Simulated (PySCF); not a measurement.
**CsSb+: from the state search to spectroscopic constants**

One table from this session's results is given with a row withheld; the runs are named, their logs left out.

Computed with PySCF 2.14.0. Level: Cs def2-SVP with ECP46, Sb def2-SVP with ECP28, scalar-relativistic core potentials.

The first run:

The job is set up so:

| Property | Result |
| --- | --- |
| atoms | Cs, Sb |
| charge | 1 |
| basis | Cs def2-SVP with ECP46, Sb def2-SVP with ECP28 |
| Hamiltonian | scalar-relativistic core potentials |
| basis functions | 50 |
| electrons treated | 31 |
| masses in u | 132.9054, 120.9038 |
| levels | PBE0, PBE, r²SCAN, LDA, PBEsol, BLYP, HSE06, HF, MP2, SCS-MP2, CCSD, CCSD(T) |
| grid | 80 radial by 434 angular points |
| occupations | held fixed by the projection of orbital angular momentum |
| dissociation limit | Cs+ + Sb, each in its ground configuration |
| starting distance in angstrom | 3.670 |
| values of 2S to try | 1, 3 |

On the command line:

```bash
OMP_NUM_THREADS=1 python dia.py task.json out
```

Steps of the session up to this table: Set-up; The PBE0 curve of the state that the search chose; Higher solutions at PBE0; PBE; r²SCAN (meta-GGA); LDA; PBEsol (GGA); BLYP (GGA); HSE06 (range-separated hybrid); UHF; Correlated methods on the Hartree–Fock reference.

One of the session's tables, all rows but one given; the rest of the session is left out.

```
      level  Re (Å)  ωe (cm⁻¹)  De (eV)
        UHF   4.571       24.8    0.072
    UHF-MP2   4.327       32.2    0.112
UHF-SCS-MP2   4.369       30.7    0.103
   UHF-CCSD   4.337       32.1    0.111
UHF-CCSD(T)   4.323       32.7    0.115
        LDA   3.978       45.9    0.204
        PBE   4.215       35.0    0.139
     PBEsol   4.116       38.3    0.147
       BLYP   4.328       31.7    0.123
     r²SCAN   4.267       33.0    0.106
       PBE0       ?          ?        ?
      HSE06   4.225       34.3    0.122
```

**Question.** Estimate the row for PBE0.

As computed: Re (Å): 4.232; ωe (cm⁻¹): 33.7; De (eV): 0.118. In the column «Re (Å)» it lies between HSE06 (4.225) and r²SCAN (4.267).

De is counted to Cs+ + Sb in their ground configurations.

Limits of these values: The bond is weak, and basis-set superposition, which was not computed, may be a sizeable part of it.
